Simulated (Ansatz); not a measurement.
**F2H4OSi2: basis-set convergence**

How large a basis does F2H4OSi2 need? Two functionals are run in growing sets.

Program: Ansatz 0.2.0, Gaussian basis. Level of theory: one geometry, several basis sets. These are calculated values, not measurements.

The runs, in order: PBE0-D4/def2-SVP; ωB97M-V/def2-SVP; PBE0-D4/def2-QZVPP; ωB97M-V/def2-QZVPP; the functionals' def2-TZVPP values are taken from earlier runs.

## (1) The relaxed structure

An earlier PBE0-D4 in a triple-zeta def2 set relaxation fixed the geometry.

SMILES `O[SiH](F)[SiH2]F`, 9 atoms, charge 0, spin multiplicity 1.

Atoms are counted from 1 here; the program's logs count them from 0.

Bond lengths: O1–Si2 1.634 Å, O1–H6 0.959 Å, Si2–F3 1.601 Å, Si2–Si4 2.358 Å, Si2–H7 1.480 Å, Si4–F5 1.612 Å, Si4–H8 1.485 Å, Si4–H9 1.487 Å. Angles: Si2–O1–H6 118.4°, O1–Si2–F3 110.8°, O1–Si2–Si4 109.5°, O1–Si2–H7 106.2°, F3–Si2–Si4 107.8°, F3–Si2–H7 107.1°, Si4–Si2–H7 115.4°, Si2–Si4–F5 106.0°, Si2–Si4–H8 114.0°, Si2–Si4–H9 111.6°, F5–Si4–H8 108.1°, F5–Si4–H9 107.7°, H8–Si4–H9 109.2°.

## (2) PBE0-D4 in def2-SVP

Contents of in.yaml:

```yaml
crystal:
  periodic: [false, false, false]
  atoms:
    - {symbol: O, position_ang: [0.844256, 1.766691, -0.485036]}
    - {symbol: Si, position_ang: [0.969393, 0.137753, -0.453135]}
    - {symbol: F, position_ang: [0.986743, -0.459718, -1.938460]}
    - {symbol: Si, position_ang: [-0.894005, -0.772368, 0.668268]}
    - {symbol: F, position_ang: [-2.133896, 0.202580, 0.333755]}
    - {symbol: H, position_ang: [-0.014158, 2.154901, -0.665145]}
    - {symbol: H, position_ang: [2.284576, -0.163879, 0.153839]}
    - {symbol: H, position_ang: [-1.253017, -2.143889, 0.226622]}
    - {symbol: H, position_ang: [-0.701490, -0.768270, 2.142294]}
basis:
  gaussian: {orbitals: def2-SVP}
hamiltonian: {xc: pbe0, dispersion: d4}
output: {orbitals: {seedname: orbitals}}
```

On the command line:

```sh
ansatz run in.yaml --threads 4 --pin off --events-out ev --progress --plain --max-ram 10444MiB
```

The runs that follow: ωB97M-V in def2-SVP; PBE0-D4 in def2-QZVPP; ωB97M-V in def2-QZVPP.

Before running them: what should the planned runs give, taken together? Wanted: PBE0-D4: double and triple zeta above quadruple; ωB97M-V: double and triple zeta above quadruple.

As calculated:

| quantity | value |
| --- | --- |
| PBE0-D4: double and triple zeta above quadruple | 16.53, 0.99 eV |
| ωB97M-V: double and triple zeta above quadruple | 16.67, 0.92 eV |

For PBE0-D4 the step from double to triple zeta gains 15.54 eV and the next only 0.99 eV. Total energies overstate the basis error of differences, where much of it tends to cancel. The LUMO of ωB97M-V is positive and keeps falling with the basis (1.17 to 0.40 eV): an unbound level that the basis holds in place.
